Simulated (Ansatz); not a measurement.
# FeB4: properties at the relaxed cell

One table from this session's results is given with a row withheld; the runs are named, their logs left out.

Method: DFT PBEsol, scalar-relativistic, plane waves, PAW, in Ansatz 0.2.0.

2 further runs of the same task are left out: 2 set aside as unsound or not needed. Runs told in other sessions of the task aren't counted.

### Starting point

Symmetry: Pnnm, No. 58, orthorhombic system. The conventional cell has a = 4.464 Å, b = 5.259 Å, c = 2.990 Å, α = 90.00°, β = 90.00°, γ = 90.00°. Fe (site symmetry 2/m) is surrounded by 12 B at 1.99 to 2.23 Å. B (site symmetry m) has 4 B at 1.70 to 1.87 Å and 3 Fe at 1.99 to 2.11 Å in its first shell of neighbours. Around B (site symmetry m) lie 5 B at 1.70 to 1.97 Å and 3 Fe at 2.09 to 2.23 Å.

Coordinates:

```cif
data_structure
_symmetry_space_group_name_H-M 'Pnnm'
_symmetry_Int_Tables_number 58
_cell_length_a 4.4641
_cell_length_b 5.2593
_cell_length_c 2.9902
_cell_angle_alpha 90.000
_cell_angle_beta 90.000
_cell_angle_gamma 90.000
_cell_volume 70.20
loop_
_atom_site_label
_atom_site_type_symbol
_atom_site_symmetry_multiplicity
_atom_site_Wyckoff_symbol
_atom_site_fract_x
_atom_site_fract_y
_atom_site_fract_z
_atom_site_occupancy
Fe1 Fe 2 a 0.00000 0.00000 0.00000 1
B1 B 4 g 0.25047 0.31257 0.00000 1
B2 B 4 g 0.33805 0.12669 0.50000 1
```

This cell was relaxed beforehand with the same method: volume 7.02 Å³/atom, gap on the mesh none (metal).

The first run:

Contents of input.yaml:

```yaml
crystal:
  lattice:
    - [4.419019565, 0.0, 0.0]
    - [0.0, 5.2061726478, 0.0]
    - [0.0, 0.0, 2.9600078874]
  atoms:
    - { symbol: Fe, position: [0.0, 0.0, 0.0] }
    - { symbol: Fe, position: [0.5, 0.5, 0.5] }
    - { symbol: B, position: [0.2504671653, 0.3125676128, 0.0] }
    - { symbol: B, position: [0.7495328347, 0.6874323872, 0.0] }
    - { symbol: B, position: [0.7504671653, 0.1874323872, 0.5] }
    - { symbol: B, position: [0.2495328347, 0.8125676128, 0.5] }
    - { symbol: B, position: [0.3380474054, 0.1266922547, 0.5] }
    - { symbol: B, position: [0.6619525946, 0.8733077453, 0.5] }
    - { symbol: B, position: [0.8380474054, 0.3733077453, 0.0] }
    - { symbol: B, position: [0.1619525946, 0.6266922547, 0.0] }
basis:
  ecutwfc: 420
kpoints:
  mp_grid: { grid: [8, 8, 12] }
hamiltonian:
  xc: pbesol
scf:
  occupations: { method: gaussian, width: 0.1 }
output:
  forces: true
  stress: true
  eigenvalues: true
relax:
  adjacent_minimum: "off"
  f_tol: 0.01
  max_steps: 30
  cell: { stress_tol: 0.1, fix: [volume] }
```

Run with:

```bash
$ ansatz run input.yaml --threads 2 --pin off --max-ram 5120MiB --backend cpu --events-out ev --progress --plain --runs-dir out
```

Among the steps run: Volume × 0.97; Point at V/V0 = 1.03; The cell scaled to 0.94 of its volume; The cell scaled to 1.06 of its volume; The cell scaled to 0.91 of its volume; Point at V/V0 = 1.10; Volume × 0.88.

One table of the session follows, with a row left open; its other results are not shown here.

It belongs to the step «Equation of state». 

| volume (Å³/atom) | energy above the lowest point (meV/atom) | pressure (GPa) |
| --- | --- | --- |
| 6.178 | 109.4 | 46.33 |
| 6.389 | 58.2 | 32.02 |
| 6.599 | 24.5 | 19.71 |
| 6.810 | 5.8 | 9.12 |
| 7.020 | 0.0 | 0.00 |
| 7.231 | 5.3 | -7.87 |
| 7.442 | ? | ? |
| 7.723 | 52.8 | -22.21 |

Estimate the missing values for volume (Å³/atom) = 7.442.

Worked estimate for «energy above the lowest point (meV/atom)». A straight line through the neighbours (7.231, 5.3) and (7.723, 52.8) gives 5.3 + (52.8 − 5.3) × (7.442 − 7.231) / (7.723 − 7.231) = 25.7; a parabola fitted to 3 rows on both sides gives 19.6.

As computed: energy above the lowest point (meV/atom): 20.3; pressure (GPa): -14.64. In «energy above the lowest point (meV/atom)» the line misses by +5.4 and the parabola by -0.7.

To keep in mind: The final runs have no spin polarisation, so a magnetic state may lie lower.
